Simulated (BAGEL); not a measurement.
**CH5AlNO (SMILES C[O][Al][NH2]): UHF/3-21G (density fitting with qzvpp-jkfit)**

What is the energy change on altering one bond length of CH5AlNO at UHF/3-21G (density fitting with qzvpp-jkfit)? 

Program for the calculation: BAGEL 1.2.2.

3 further runs of the same task are left out: 1 that didn't finish, 2 set aside as unsound or not needed.

### 1 The system as given

The species is CH5AlNO (9 atoms), meant as a doublet with charge 0. SMILES: `C[O][Al][NH2]`. The shape is that of a PBE0-D4/def2-TZVP optimisation. This is one conformer, not always the lowest.

Bond lengths: C1–O2 1.393 Å, O2–Al3 1.692 Å, Al3–N4 1.770 Å, C1–H5 1.096 Å, C1–H6 1.097 Å, C1–H7 1.096 Å, N4–H8 1.009 Å, N4–H9 1.006 Å. Some angles: C1–O2–Al3 138.7°, O2–Al3–N4 116.1°, O2–C1–H5 110.2°, O2–C1–H6 112.7°, O2–C1–H7 110.3°, Al3–N4–H8 124.3°, Al3–N4–H9 124.7°, H5–C1–H6 107.8°, H5–C1–H7 107.8°, H6–C1–H7 107.9°.

### 2 A single-point energy at UHF/3-21G (density fitting with qzvpp-jkfit)

Input file calc.json:

```json
{ "bagel": [

{
  "title": "molecule",
  "basis": "3-21g",
  "df_basis": "qzvpp-jkfit",
  "angstrom": true,
  "geometry": [
    { "atom": "C", "xyz": [    0.951800,    1.432000,   -0.768100 ] },
    { "atom": "O", "xyz": [    0.148900,    0.385500,   -0.319400 ] },
    { "atom": "Al", "xyz": [    0.117600,   -0.743200,    0.940200 ] },
    { "atom": "N", "xyz": [   -1.253200,   -1.862800,    0.947100 ] },
    { "atom": "H", "xyz": [    1.286800,    1.238600,   -1.793100 ] },
    { "atom": "H", "xyz": [    1.843000,    1.579300,   -0.145200 ] },
    { "atom": "H", "xyz": [    0.385600,    2.369900,   -0.771600 ] },
    { "atom": "H", "xyz": [   -1.991700,   -1.860900,    0.260300 ] },
    { "atom": "H", "xyz": [   -1.400400,   -2.584600,    1.632500 ] }
  ]
},
{ "title": "uhf", "charge": 0, "nopen": 1 },
{ "title": "print", "file": "orbitals.molden", "orbitals": true }

]}
```

Run with:

```
$ BAGEL_NUM_THREADS=1 BAGEL calc.json > calc.out
```

The log of the run:

```text
* using 1 threads per process

  ===============================================================
  ===============================================================

  *** Geometry ***

  { "atom" : "C", "xyz" : [      1.798641,      2.706088,     -1.451499 ] },
  { "atom" : "O", "xyz" : [      0.281380,      0.728489,     -0.603579 ] },
  { "atom" : "Al", "xyz" : [      0.222232,     -1.404444,      1.776721 ] },
  { "atom" : "N", "xyz" : [     -2.368205,     -3.520182,      1.789760 ] },
  { "atom" : "H", "xyz" : [      2.431700,      2.340615,     -3.388468 ] },
  { "atom" : "H", "xyz" : [      3.482765,      2.984444,     -0.274388 ] },
  { "atom" : "H", "xyz" : [      0.728678,      4.478462,     -1.458113 ] },
  { "atom" : "H", "xyz" : [     -3.763768,     -3.516591,      0.491896 ] },
  { "atom" : "H", "xyz" : [     -2.646372,     -4.884186,      3.084978 ] },

  Number of auxiliary basis functions:      447

  Since a DF basis is specified, we compute 2- and 3-index integrals:
    o Being stored without compression. Storage requirement is 0.009 GB

  Number of basis functions:       50
  Number of electrons      :       39

    * METHOD: MOLECULE                             0.10

  *** Open-shell HF ***

  === Nuclear Repulsion ===
   149.1839999689

      * DIIS with orbital gradients will be used.

  === UHF iteration (3-21g) ===
      0       -409.57137811          0.06665571           0.04
      1       -409.72277095          0.04095628           0.04
      2       -409.77024752          0.02587460           0.04
      3       -409.79720709          0.00129443           0.04
      4       -409.79773231          0.00067315           0.04
      5       -409.79783266          0.00018893           0.04
      6       -409.79786486          0.00007304           0.04
      7       -409.79787076          0.00002997           0.04
      8       -409.79787242          0.00001192           0.04
      9       -409.79787288          0.00000519           0.04
     10       -409.79787298          0.00000248           0.04
     11       -409.79787301          0.00000078           0.04
     12       -409.79787302          0.00000057           0.04
     13       -409.79787302          0.00000029           0.04
     14       -409.79787302          0.00000018           0.04
     15       -409.79787302          0.00000008           0.04
     16       -409.79787302          0.00000003           0.04
     17       -409.79787302          0.00000001           0.04
     18       -409.79787302          0.00000001           0.04
    * SCF iteration converged.

    * S^2 (UHF) is 0.7534

    * Permanent dipole moment:
           (   -0.224733,     0.107740,    -0.331371) a.u.

    * METHOD: UHF                                  0.82

    * METHOD: PRINT                                0.00

  ===============================================================
```

Wall time 1.1 s (1 thread of Intel Xeon 6975P-C (Granite Rapids), shared host); peak memory 0.082 GiB.

### 3 The distorted shape at the same level

Input file input.json:

```json
{ "bagel" : [

{
  "title" : "molecule",
  "basis" : "3-21g",
  "df_basis" : "qzvpp-jkfit",
  "angstrom" : true,
  "geometry" : [
    { "atom" : "C", "xyz" : [    0.976840,    2.334964,   -1.775785 ] },
    { "atom" : "O", "xyz" : [    0.173940,    1.288464,   -1.327085 ] },
    { "atom" : "Al", "xyz" : [    0.117600,   -0.743200,    0.940200 ] },
    { "atom" : "N", "xyz" : [   -1.253200,   -1.862800,    0.947100 ] },
    { "atom" : "H", "xyz" : [    1.311840,    2.141564,   -2.800785 ] },
    { "atom" : "H", "xyz" : [    1.868040,    2.482264,   -1.152885 ] },
    { "atom" : "H", "xyz" : [    0.410640,    3.272864,   -1.779285 ] },
    { "atom" : "H", "xyz" : [   -1.991700,   -1.860900,    0.260300 ] },
    { "atom" : "H", "xyz" : [   -1.400400,   -2.584600,    1.632500 ] }
  ]
},
{
  "title" : "uhf",
  "nopen" : 1
},
{
  "title" : "print",
  "file" : "orbitals.molden",
  "orbitals" : true
}

]}
```

Run with:

```
$ BAGEL_NUM_THREADS=1 BAGEL input.json > input.out
```

The log of the run:

```text
* using 1 threads per process

  ===============================================================
  ===============================================================

  *** Geometry ***

  { "atom" : "C", "xyz" : [      1.845960,      4.412442,     -3.355747 ] },
  { "atom" : "O", "xyz" : [      0.328699,      2.434844,     -2.507827 ] },
  { "atom" : "Al", "xyz" : [      0.222232,     -1.404444,      1.776721 ] },
  { "atom" : "N", "xyz" : [     -2.368205,     -3.520182,      1.789760 ] },
  { "atom" : "H", "xyz" : [      2.479018,      4.046969,     -5.292717 ] },
  { "atom" : "H", "xyz" : [      3.530084,      4.690799,     -2.178637 ] },
  { "atom" : "H", "xyz" : [      0.775997,      6.184817,     -3.362361 ] },
  { "atom" : "H", "xyz" : [     -3.763768,     -3.516591,      0.491896 ] },
  { "atom" : "H", "xyz" : [     -2.646372,     -4.884186,      3.084978 ] },

  Number of auxiliary basis functions:      447

  Since a DF basis is specified, we compute 2- and 3-index integrals:
    o Being stored without compression. Storage requirement is 0.009 GB

  Number of basis functions:       50
  Number of electrons      :       39

    * METHOD: MOLECULE                             0.10

  *** Open-shell HF ***

  === Nuclear Repulsion ===
   123.2735685584

      * DIIS with orbital gradients will be used.

  === UHF iteration (3-21g) ===
      0       -409.32024253          0.06958770           0.04
      1       -408.99793370          0.10279507           0.04
      2       -409.06668675          0.09851582           0.04
      3       -409.61996227          0.00845617           0.04
      4       -409.65780764          0.00786653           0.04
      5       -409.68293858          0.00764031           0.04
      6       -409.70608316          0.00329056           0.04
      7       -409.71083650          0.00077244           0.04
      8       -409.71103202          0.00045029           0.04
      9       -409.71111316          0.00050567           0.04
[... 42 lines of this table left out ...]
     52       -409.71124690          0.00000002           0.04
     53       -409.71124690          0.00000002           0.04
     54       -409.71124690          0.00000001           0.04
     55       -409.71124690          0.00000001           0.04
    * SCF iteration converged.

    * S^2 (UHF) is 0.7656

    * Permanent dipole moment:
           (    0.196327,    -0.349500,     0.595711) a.u.

    * METHOD: UHF                                  2.24

    * METHOD: PRINT                                0.00

  ===============================================================
```

Wall time 2.5 s (1 thread of Intel Xeon 6975P-C (Granite Rapids), shared host); peak memory 0.082 GiB.

### 4 Results

Level: UHF/3-21G (density fitting with qzvpp-jkfit).

```
                                                          quantity          value
                                         first shape: total energy  -409.79787 Eh
                                        first shape: dipole moment         1.05 D
                                                 first shape: ⟨S²⟩          0.753
                                     distorted shape: total energy  -409.71125 Eh
                                    distorted shape: dipole moment         1.83 D
                                             distorted shape: ⟨S²⟩          0.766
energy change with the O2–Al3 bond stretched from 1.692 to 3.045 Å       2.357 eV
```

**Reading.** With the O2–Al3 bond stretched from 1.692 to 3.045 Å the energy rises by 2.36 eV (227 kJ/mol). The first shape isn't relaxed at this level, so the change isn't measured from a minimum.
